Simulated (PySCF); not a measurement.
# A gas-phase reaction: FGeH3O2 → FGeH2O2 + H

What reaction energy should one expect for `[OH][GeH]([OH])[F]` → `[OH][Ge]([OH])[F]` + `[H]`?

Computed with PySCF 2.14.0; each step states its level. No surroundings beyond the atoms listed, unless a continuum is named. Atoms count from 0, parts from 1.

## (1) Starting point

Each species was relaxed by itself at PBE0-D3(BJ)/def2-SVPD.

## (2) Energies of the species: wB97M-D3(BJ)/def2-TZVPD

Job settings and geometry (Å):

```
{"job": {"kind": "react", "xc": "wB97M-D3(BJ)", "basis": "def2-TZVPD"}, "charge": 0, "multiplicity": 1}
-1 FGeH3O2 charge 0 multiplicity 1
O      0.466550    -1.587180    -0.322160
Ge    -0.196150    -0.097920     0.327030
O      0.982260     1.199020     0.122710
F     -1.565080     0.415120    -0.636590
H      0.958280    -1.480650    -1.142940
H     -0.662160    -0.353600     1.750390
H      0.608370     1.994080    -0.271390

+1 FGeH2O2 charge 0 multiplicity 2
O     -1.051210     0.377450     1.082840
Ge     0.148990     0.478820    -0.215520
O     -0.289910    -0.905230    -1.231140
F      1.744220     0.178570     0.484060
H     -0.867880     0.942560     1.840850
H      0.315770    -1.072120    -1.961120

+1 H charge 0 multiplicity 2
H      0.000000     0.000000     0.000000
```

Method: wB97M-D3(BJ)/def2-TZVPD reaction energy of separated species, gas phase.

Command:

```
OMP_NUM_THREADS=1 python cluster_run.py task.json out
```

One launch serves the whole session: the jobs run in the order shown.

Log:

```text
species 1 (FGeH3O2)
coarse grid: 30496 points
cycle   1  E = -2329.1508672617  dE = -3.312e-01  |g| = 1.216e+00  |ddm| = 2.000e+00
cycle   2  E = -2329.0926032074  dE =  5.826e-02  |g| = 1.463e+00  |ddm| = 1.387e+00
cycle   3  E = -2329.3768596088  dE = -2.843e-01  |g| = 4.027e-02  |ddm| = 7.052e-01
cycle   4  E = -2329.3772521306  dE = -3.925e-04  |g| = 1.467e-02  |ddm| = 4.590e-02
cycle   5  E = -2329.3772980787  dE = -4.595e-05  |g| = 7.539e-03  |ddm| = 1.582e-02
cycle   6  E = -2329.3773056298  dE = -7.551e-06  |g| = 1.510e-03  |ddm| = 5.796e-03
final grid: 63176 points
cycle   7  E = -2329.3772677390  dE = -6.263e-07  |g| = 1.493e-03  |ddm| = 3.346e-03
cycle   8  E = -2329.3772676682  dE =  7.084e-08  |g| = 1.712e-03  |ddm| = 1.566e-03
cycle   9  E = -2329.3772680828  dE = -4.146e-07  |g| = 1.251e-04  |ddm| = 7.967e-04
cycle  10  E = -2329.3772680870  dE = -4.248e-09  |g| = 6.294e-05  |ddm| = 1.376e-04
cycle  11  E = -2329.3772680883  dE = -1.312e-09  |g| = 1.007e-05  |ddm| = 1.010e-04
cycle  12  E = -2329.3772680884  dE = -3.092e-11  |g| = 2.062e-06  |ddm| = 1.568e-05
converged SCF energy = -2329.3772680884

species 2 (FGeH2O2)
coarse grid: 28024 points
cycle   1  E = -2328.5029305542  dE = -3.346e-01  |g| = 8.552e-01  |ddm| = 1.434e+00
cycle   2  E = -2328.3977085327  dE =  1.052e-01  |g| = 1.096e+00  |ddm| = 1.022e+00
cycle   3  E = -2328.7372475632  dE = -3.395e-01  |g| = 3.808e-02  |ddm| = 5.145e-01
cycle   4  E = -2328.7382164953  dE = -9.689e-04  |g| = 2.529e-02  |ddm| = 7.226e-02
cycle   5  E = -2328.7385021635  dE = -2.857e-04  |g| = 1.021e-02  |ddm| = 3.149e-02
cycle   6  E = -2328.7385871527  dE = -8.499e-05  |g| = 3.808e-03  |ddm| = 2.311e-02
cycle   7  E = -2328.7386031094  dE = -1.596e-05  |g| = 1.896e-03  |ddm| = 1.046e-02
cycle   8  E = -2328.7386068813  dE = -3.772e-06  |g| = 5.366e-04  |ddm| = 5.400e-03
final grid: 57808 points
cycle   9  E = -2328.7385688594  dE = -6.465e-07  |g| = 3.377e-04  |ddm| = 1.659e-03
cycle  10  E = -2328.7385690037  dE = -1.442e-07  |g| = 3.218e-04  |ddm| = 6.823e-04
cycle  11  E = -2328.7385690566  dE = -5.296e-08  |g| = 1.193e-04  |ddm| = 2.330e-04
cycle  12  E = -2328.7385690995  dE = -4.290e-08  |g| = 6.163e-05  |ddm| = 5.049e-04
cycle  13  E = -2328.7385691025  dE = -2.946e-09  |g| = 1.470e-05  |ddm| = 1.237e-04
cycle  14  E = -2328.7385691027  dE = -2.337e-10  |g| = 7.566e-06  |ddm| = 2.965e-05
converged SCF energy = -2328.7385691027

species 3 (H)
coarse grid: 2472 points
cycle   1  E = -0.4948058915  dE = -1.172e-01  |g| = 6.717e-02  |ddm| = 3.838e-01
cycle   2  E = -0.4985593451  dE = -3.753e-03  |g| = 8.711e-03  |ddm| = 8.376e-02
cycle   3  E = -0.4986436527  dE = -8.431e-05  |g| = 1.645e-03  |ddm| = 2.086e-02
cycle   4  E = -0.4986479873  dE = -4.335e-06  |g| = 3.513e-05  |ddm| = 5.626e-03
final grid: 5376 points
cycle   5  E = -0.4986479858  dE = -5.744e-10  |g| = 1.354e-06  |ddm| = 2.494e-05
converged SCF energy = -0.4986479858

Reaction energy = 88.427 kcal/mol
```

Run time: 64 s. Hardware: 1 thread of Arm Neoverse N1, shared host; peak memory 0.69 GiB.

Species by species (with the dispersion term, which the log's SCF energies lack):

```
 ν             species  energy (Eh)  HOMO (eV)
-1  [OH][GeH]([OH])[F]  -2329.38217     -11.98
+1   [OH][Ge]([OH])[F]  -2328.74260      -9.49
+1                 [H]     -0.49865     -11.27
```

## (3) Energies of the species: PBE0-D3(BJ)/def2-TZVPD

The job, as its differences from that of step 2:

```diff
@@ -1,2 +1,2 @@
-{"job": {"kind": "react", "xc": "wB97M-D3(BJ)", "basis": "def2-TZVPD"}, "charge": 0, "multiplicity": 1}
+{"job": {"kind": "react", "xc": "PBE0", "basis": "def2-TZVPD", "disp": "d3bj"}, "charge": 0, "multiplicity": 1}
 -1 FGeH3O2 charge 0 multiplicity 1
```

With the program's defaults for keys left out, this is: PBE0-D3(BJ)/def2-TZVPD reaction energy of separated species, gas phase.

Log:

```text
species 1 (FGeH3O2)
coarse grid: 30496 points
cycle   1  E = -2328.5388105050  dE = -1.940e-01  |g| = 1.322e+00  |ddm| = 2.042e+00
cycle   2  E = -2328.0848373583  dE =  4.540e-01  |g| = 2.139e+00  |ddm| = 1.872e+00
cycle   3  E = -2328.7926553786  dE = -7.078e-01  |g| = 1.093e-01  |ddm| = 1.227e+00
cycle   4  E = -2328.7940051803  dE = -1.350e-03  |g| = 6.727e-02  |ddm| = 9.450e-02
cycle   5  E = -2328.7945227453  dE = -5.176e-04  |g| = 1.868e-02  |ddm| = 3.812e-02
cycle   6  E = -2328.7945722891  dE = -4.954e-05  |g| = 4.836e-03  |ddm| = 1.086e-02
cycle   7  E = -2328.7945757632  dE = -3.474e-06  |g| = 6.932e-04  |ddm| = 2.844e-03
final grid: 63176 points
cycle   8  E = -2328.7946438979  dE = -2.346e-07  |g| = 7.722e-04  |ddm| = 2.553e-03
cycle   9  E = -2328.7946438323  dE =  6.560e-08  |g| = 1.009e-03  |ddm| = 9.387e-04
cycle  10  E = -2328.7946439812  dE = -1.489e-07  |g| = 1.426e-04  |ddm| = 5.454e-04
cycle  11  E = -2328.7946439842  dE = -3.060e-09  |g| = 2.342e-05  |ddm| = 8.732e-05
cycle  12  E = -2328.7946439843  dE = -7.640e-11  |g| = 6.404e-06  |ddm| = 1.513e-05
converged SCF energy = -2328.7946439843

species 2 (FGeH2O2)
coarse grid: 28024 points
cycle   1  E = -2327.8814898304  dE = -1.714e-01  |g| = 9.424e-01  |ddm| = 1.444e+00
cycle   2  E = -2327.1747401060  dE =  7.067e-01  |g| = 1.702e+00  |ddm| = 1.420e+00
cycle   3  E = -2328.1506941901  dE = -9.760e-01  |g| = 1.317e-01  |ddm| = 9.690e-01
cycle   4  E = -2328.1542822083  dE = -3.588e-03  |g| = 9.902e-02  |ddm| = 1.303e-01
cycle   5  E = -2328.1571485829  dE = -2.866e-03  |g| = 2.386e-02  |ddm| = 5.507e-02
cycle   6  E = -2328.1573075699  dE = -1.590e-04  |g| = 5.593e-03  |ddm| = 1.434e-02
cycle   7  E = -2328.1573197624  dE = -1.219e-05  |g| = 1.295e-03  |ddm| = 5.600e-03
cycle   8  E = -2328.1573205992  dE = -8.368e-07  |g| = 4.349e-04  |ddm| = 2.373e-03
final grid: 57808 points
cycle   9  E = -2328.1573651826  dE = -1.219e-07  |g| = 6.557e-04  |ddm| = 1.360e-03
cycle  10  E = -2328.1573648439  dE =  3.387e-07  |g| = 1.193e-03  |ddm| = 9.450e-04
cycle  11  E = -2328.1573653350  dE = -4.911e-07  |g| = 8.864e-05  |ddm| = 6.115e-04
cycle  12  E = -2328.1573653373  dE = -2.266e-09  |g| = 2.231e-05  |ddm| = 5.512e-05
cycle  13  E = -2328.1573653376  dE = -3.488e-10  |g| = 1.269e-05  |ddm| = 2.505e-05
converged SCF energy = -2328.1573653376

species 3 (H)
coarse grid: 624 points
cycle   1  E = -0.4966013722  dE = -7.817e-02  |g| = 5.442e-02  |ddm| = 3.785e-01
cycle   2  E = -0.5010569048  dE = -4.456e-03  |g| = 3.019e-03  |ddm| = 1.413e-01
cycle   3  E = -0.5010729984  dE = -1.609e-05  |g| = 1.338e-04  |ddm| = 9.831e-03
cycle   4  E = -0.5010730072  dE = -8.766e-09  |g| = 3.309e-06  |ddm| = 1.990e-04
final grid: 5376 points
cycle   5  E = -0.5010619175  dE = -8.469e-08  |g| = 4.515e-05  |ddm| = 7.476e-04
cycle   6  E = -0.5010619187  dE = -1.214e-09  |g| = 6.344e-06  |ddm| = 8.104e-05
cycle   7  E = -0.5010619188  dE = -2.172e-11  |g| = 3.648e-08  |ddm| = 1.159e-05
converged SCF energy = -0.5010619188

Reaction energy = 85.779 kcal/mol
```

It took 33 s on 1 thread of Arm Neoverse N1, shared host; peak memory 0.63 GiB.

Reaction energy at this level: 85.78 kcal/mol.

## (4) Side by side

Energies in kcal/mol, with wall time:

```
                    run  reaction  time
wB97M-D3(BJ)/def2-TZVPD     88.43  64 s
 PBE0-D3(BJ)/def2-TZVPD     85.78  33 s
```

## (5) What came out

```
                                                quantity                    value
               reaction energy (wB97M-D3(BJ)/def2-TZVPD)           88.43 kcal/mol
                     ΔH, ΔG at 298 K (xTB thermal terms)    +84.4, +75.3 kcal/mol
range of the reaction energy over the runs of this table  85.78 to 88.43 kcal/mol
```

What this shows: The reaction is endothermic by 84.4 kcal/mol in the gas phase; dispersion gives +0.54, and xTB itself gave 88.94 for the electronic energy (xTB energies and thermal terms come from the earlier relaxation of each species, not shown). No barrier was sought. The reaction energy runs from 85.78 (PBE0-D3(BJ)/def2-TZVPD) to 88.43 kcal/mol (wB97M-D3(BJ)/def2-TZVPD).
